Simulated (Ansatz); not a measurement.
**H: how settings move the results**

One table from this session's results is given with a row withheld; the runs are named, their logs left out.

Computed with Ansatz 0.2.0 (DFT r2SCAN, scalar-relativistic, plane waves, PAW, unless a step's input says otherwise).

**The structure to begin with**

Symmetry: Cmcm, No. 63, orthorhombic system. Conventional cell: a = 3.297 Å, b = 5.463 Å, c = 6.314 Å, α = 90.00°, β = 90.00°, γ = 90.00°. H (site symmetry m) has 1 H at 0.74 Å as nearest neighbours.

Structure file:

```xyz
4
Lattice="1.6485 -2.7317 0.0000 1.6485 2.7317 0.0000 0.0000 0.0000 6.3138" Properties=species:S:1:pos:R:3 pbc="T T T"
H     1.6485   -0.3705    6.3107
H     1.6485    0.3705    0.0031
H     1.6485    0.3705    3.1538
H     1.6485   -0.3705    3.1599
```

The structure comes from the Materials Project (structure only); it is used as listed.

Set-up of the first run:

Input file input.yaml:

```yaml
crystal:
  lattice:
    - [1.64853186, -2.73168823, 0.0]
    - [1.64853186, 2.73168823, 0.0]
    - [0.0, 0.0, 6.31376862]
  atoms:
    - { symbol: H, position: [0.5678085, 0.4321915, 0.99951495] }
    - { symbol: H, position: [0.4321915, 0.5678085, 0.00048505] }
    - { symbol: H, position: [0.4321915, 0.5678085, 0.49951495] }
    - { symbol: H, position: [0.5678085, 0.4321915, 0.50048505] }
basis:
  ecutwfc: 500
kpoints:
  mp_grid: { grid: [6, 6, 4] }
hamiltonian:
  xc: r2scan
scf:
  occupations: { method: gaussian, width: 0.1 }
output:
  forces: true
  stress: true
  eigenvalues: true
```

Among the steps run: Quick check of gap, pressure and forces; The base run, for reference; K-point mesh: 1×1×1; K-point mesh set to 2×2×1; K-point mesh set to 4×4×2; K-point mesh set to 6×6×2; K-point mesh set to 6×6×4; K-point mesh: 10×10×4; K-point mesh set to 10×10×6; K-point mesh: 12×12×6.

One of the session's tables, all rows but one given; the rest of the session is left out.

It belongs to the step «The sweep of the k-point mesh side by side». 

```
   mesh  ΔE (meV/atom)  pressure (GPa)  largest change of a force component (eV/Å)  gap on the mesh (eV)
  1×1×1              ?               ?                                           ?                     ?
  2×2×1           30.9            1.08                                       0.227                 9.070
  4×4×2           0.08            0.24                                       0.001                 9.076
  6×6×2           0.02            0.24                                       0.000                 9.076
  6×6×4           0.00            0.24                                       0.000                 9.076
  8×8×4           0.00            0.24                                       0.000                 9.072
10×10×4           0.00            0.24                                       0.000                 9.066
10×10×6           0.00            0.24                                       0.000                 9.066
12×12×6           0.00            0.24                                       0.000                 9.066
```

**Question.** Estimate the row for 1×1×1.

As computed: ΔE (meV/atom): -835; pressure (GPa): -12.60; largest change of a force component (eV/Å): 2.660; gap on the mesh (eV): 12.024. In the column «ΔE (meV/atom)» it is the lowest.

To keep in mind: ΔE: energy per atom at zero smearing, less that of the base run (8×8×4 mesh through Γ, Gaussian smearing of 0.02 eV). The error changes sign along the series, since a k mesh isn't variational.
